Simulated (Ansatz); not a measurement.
Turn this script for the Ansatz DFT code, driven from Python into the input file that the command-line program reads.

`csh_pdos.py`
```python
"""Projected density of states of CsH."""

from dataclasses import dataclass

import ansatz as az
import numpy as np


@dataclass
class Settings:
    xc: str = "PBEsol"
    vdw: str = "d3bjatm"
    filling: str = "fixed"
    kgrid: tuple[int, ...] = (4, 4, 4)
    n_empty: int = 10


cfg = Settings()

lattice = az.Lattice.of(
    (0.0, 3.188, 3.188),
    (3.188, 0.0, 3.188),
    (3.188, 3.188, 0.0),
)
sites = [
    ("Cs", (0.0, 0.0, 0.0)),
    ("H", (0.5, 0.5, 0.5)),
]
cell = az.Crystal(lattice=lattice)
for symbol, position in sites:
    cell = cell.atom(symbol, position)

model = (
    cell.calculation()
    .eigensolver("auto")
    .functional(cfg.xc, dispersion=cfg.vdw)
    .occupations(cfg.filling)
    .kpoints(*cfg.kgrid, center="gamma")
    .accuracy("medium")
    .scf(extra_bands=cfg.n_empty)
    .density_of_states(projected=True, energy_step=0.1)
)
planned = model.session().plan(threads=1)
facts = planned.describe()
print("plan:", facts["n_bands"], "bands,", len(facts["kpoints_frac"]), "k-points, plane waves", facts["n_pw_range"], "grid", facts["fft_dense"])
out = planned.execute()
r = out.report

dos = out.density_of_states()
energy = np.asarray(dos.energies_ev) - dos.fermi_ev
curves = {}
for site in out.projected_density_of_states().sites:
    for shell in site.shells:
        weight = sum(np.sum(curve.g_bin_mean_per_ev, axis=0) for curve in shell.curves)
        name = f"{site.species} {shell.label}"
        curves[name] = curves.get(name, 0) + weight

print("E-EF   " + " ".join(f"{name:>8s}" for name in curves))
for e in np.arange(-6, 4 + 0.1, 1.0):
    print(f"{e:5.1f}  " + " ".join(f"{np.interp(e, energy, g):8.3f}" for g in curves.values()))
```

`python csh_pdos.py` gives:
```text
DeckWarning: basis.ecutwfc = 420 eV, auto-derived from the records' recommended cutoffs: set by Cs (normal level)
plan: 15 bands, 8 k-points, plane waves [1243, 1283] grid [32, 32, 32]
E-EF      Cs 5S    Cs 6S    Cs 5P     H 1S
 -6.0     0.000    0.000    0.000    0.000
 -5.0     0.000    0.000    0.000    0.000
 -4.0     0.000    0.000    0.000    0.000
 -3.0     0.000    0.000    0.000    0.000
 -2.0     0.000    0.000    0.000    0.000
 -1.0     0.020    0.261    0.043    0.672
  0.0     0.000    0.000    0.001    0.011
  1.0     0.000    0.000    0.000    0.000
  2.0     0.000    0.000    0.000    0.000
  3.0     0.004    0.415    0.008    0.040
  4.0     0.000    0.015    0.000    0.012
```
(Warnings from the package without file and line.)

`input.yaml`:
```yaml
crystal:
  lattice:
    - [0.0, 3.188, 3.188]
    - [3.188, 0.0, 3.188]
    - [3.188, 3.188, 0.0]
  atoms:
    - { symbol: Cs, position: [0.0, 0.0, 0.0] }
    - { symbol: H, position: [0.5, 0.5, 0.5] }
accuracy: medium
kpoints:
  mp_grid:
    grid: [4, 4, 4]
    shift: [0.0, 0.0, 0.0]
hamiltonian:
  xc: pbesol
  dispersion: d3bjatm
scf:
  n_extra_bands: 10
  occupations:
    method: fixed
  eigensolver:
    kind: auto
output:
  dos:
    de: 0.1
    projected: true
```

What to keep in mind:
- These settings explore the input space; cutoff and mesh may be short of convergence.
- Semilocal gaps usually lie well under measured ones.
- With fixed filling the reported Fermi level is the top filled level among the k-points of the SCF.
- Energy and stress may still move on a finer k-point mesh.
- The empty d shell of the heavier alkali and alkaline-earth atoms, which makes much of a conduction band, may have no channel.
- The crystal has a gap of about 2.14 eV on the mesh; bins of finite width blur the band edges.
- The starting cell is as deposited in a crystallographic database; the results hold for this polymorph, which needn't be the stable one.
- Curves are summed over the cell's atoms. Only shells that the potentials hold have channels, so projections don't add up to the total, least of all where a shell is missing (p of most metals); heights and places of peaks move with the mesh.
- The density of states is complete only as far up as bands were computed.
- Run time: 1.1 s on 1 thread of Arm Neoverse V2 (shared host), peak memory 0.33 GiB.

(Lines on the test bed's own set-up are left out of the output.)
